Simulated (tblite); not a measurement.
# C5H10O2SSi2: the cost of one run

The runs use tblite 0.8.0 and PySCF 2.14.0, with density-fitted response routines of our own; the level of theory stands in each step. All values are computed, except where a source is named. Atoms count from 0, in the outputs and in this text.

**1. The starting structure**

20 atoms, charge 0, multiplicity 1; geometry from: force field or distance geometry start.

Bonds of the start (Å): O0–Si1 1.64, Si1–S2 2.15, S2–C3 1.80, C3–Si4 1.86, Si4–C5 1.86, C5–C6 1.40, C6–C7 1.42, C7–C8 1.37, C8–O9 1.36, O9–C5 1.38, O0–H10 0.97, Si1–H11 1.48, Si1–H12 1.49, C3–H13 1.09, C3–H14 1.10, Si4–H15 1.49, Si4–H16 1.49, C6–H17 1.08, C7–H18 1.07, C8–H19 1.09.

**2. Relaxing the molecule with GFN2-xTB**

The job: settings as JSON, then the geometry in Å.

```
{"job": {"kind": "relax", "xc": "GFN2-xTB", "basis": "xTB"}, "charge": 0, "multiplicity": 1}
O     -2.394900     1.088300    -3.305100
Si    -1.592100     0.776100    -1.909600
S     -1.833700    -1.337500    -1.586900
C     -1.519400    -1.597200     0.170800
Si     0.272000    -1.928900     0.542600
C      1.122700    -0.273200     0.598200
C      2.308200     0.229700     0.055200
C      2.428700     1.582200     0.467800
C      1.320900     1.835900     1.231900
O      0.525100     0.737600     1.324200
H     -2.785000     0.302700    -3.728700
H     -0.157500     1.075900    -2.080700
H     -2.209400     1.515500    -0.769500
H     -1.914500    -0.779800     0.774100
H     -2.093800    -2.485900     0.465200
H      0.418500    -2.596300     1.867300
H      0.919600    -2.792000    -0.485100
H      3.000400    -0.333200    -0.559700
H      3.214400     2.276100     0.231900
H      0.964600     2.714700     1.764100
```

Run with:

```sh
OMP_NUM_THREADS=1 python probes_run.py task.json out
```

This one command runs all jobs of the session in turn.

Q: Estimate the wall time and peak memory of this first job on 1 thread of Arm Neoverse N1, shared host.

About 2.4 s, with a peak of 0.18 GiB.
